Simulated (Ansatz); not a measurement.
# Cl₃FH₂MoO₂: a ladder of functionals and wavefunction methods

The task here is to estimate one member of a computed series from the others.

Method: functionals in def2-TZVPP, the program's frozen cores in correlated methods; program: Ansatz 0.2.0, Gaussian basis.

Levels to be run: PBE-D4, r2SCAN-D4, PBE0-D4, B3LYP-D4, ωB97X-V, ωB97M-V, B2PLYP; CCSD(T)/def2-TZVPP; MP2/def2-QZVPP; extrapolation to the limit.

**The geometry**

All runs share one geometry, relaxed beforehand with PBE0-D4 in a triple-zeta def2 set. Mo takes the def2 core potential; no spin-orbit term is included.

9 atoms, charge 0, spin multiplicity 1.

Atoms are counted from 1 here; the program's logs count them from 0.

Bond lengths: O1–Mo2 1.853 Å, O1–H8 0.965 Å, Mo2–O3 1.825 Å, Mo2–F4 1.860 Å, Mo2–Cl5 2.289 Å, Mo2–Cl6 2.284 Å, Mo2–Cl7 2.339 Å, O3–H9 0.963 Å. Angles: Mo2–O1–H8 121.3°, O1–Mo2–O3 93.8°, O1–Mo2–F4 82.4°, O1–Mo2–Cl5 167.0°, O1–Mo2–Cl6 89.8°, O1–Mo2–Cl7 95.0°, O3–Mo2–F4 166.5°, O3–Mo2–Cl5 98.9°, O3–Mo2–Cl6 93.9°, O3–Mo2–Cl7 83.4°, F4–Mo2–Cl5 85.8°, F4–Mo2–Cl6 99.0°, F4–Mo2–Cl7 84.0°, Cl5–Mo2–Cl6 86.5°, Cl5–Mo2–Cl7 89.3°, Cl6–Mo2–Cl7 174.6°, Mo2–O3–H9 131.2°.

Set-up of the first run:

Contents of in.yaml:

```yaml
crystal:
  periodic: [false, false, false]
  atoms:
    - {symbol: O, position_ang: [-0.475516, -0.024204, -1.602310]}
    - {symbol: Mo, position_ang: [-0.112765, 0.121462, 0.209255]}
    - {symbol: O, position_ang: [0.352633, -1.634565, 0.380348]}
    - {symbol: F, position_ang: [-0.202976, 1.940385, -0.169872]}
    - {symbol: Cl, position_ang: [0.093760, 0.758612, 2.397762]}
    - {symbol: Cl, position_ang: [-2.316936, -0.257940, 0.672016]}
    - {symbol: Cl, position_ang: [2.190007, 0.426524, -0.067993]}
    - {symbol: H, position_ang: [-0.733849, 0.744659, -2.125609]}
    - {symbol: H, position_ang: [1.205654, -2.074933, 0.306413]}
basis:
  gaussian: {orbitals: def2-TZVPP}
hamiltonian: {xc: pbe, dispersion: d4}
output: {forces: true, orbitals: {seedname: orbitals}}
```

Launch:

```bash
> ansatz run in.yaml --threads 2 --pin off --events-out ev --progress --plain --max-ram 22528MiB --backend cuda --devices 0, --max-vram 18GiB
```

Steps of the session up to this table: PBE-D4 (GGA); r2SCAN-D4 (meta-GGA); PBE0-D4 (hybrid); B3LYP-D4 (hybrid); ωB97X-V (range-separated); ωB97M-V (range-separated); B2PLYP (double hybrid).

One of the session's tables, all rows but one given; the rest of the session is left out.

It belongs to the step «Orbital energies across the functionals». 

| functional | HOMO (eV) | LUMO (eV) | gap (eV) |
| --- | --- | --- | --- |
| PBE-D4 | -7.31 | -5.44 | 1.87 |
| r2SCAN-D4 | -7.67 | -5.59 | 2.08 |
| PBE0-D4 | ? | ? | ? |
| B3LYP-D4 | -8.41 | -5.18 | 3.23 |
| ωB97X-V | -10.98 | -3.17 | 7.81 |
| ωB97M-V | -10.83 | -3.13 | 7.69 |

Q: Estimate the row for PBE0-D4 from the others.

**Answer.** HOMO (eV): -8.67; LUMO (eV): -5.03; gap (eV): 3.64. In the column «HOMO (eV)» it lies between ωB97M-V (-10.83) and B3LYP-D4 (-8.41).
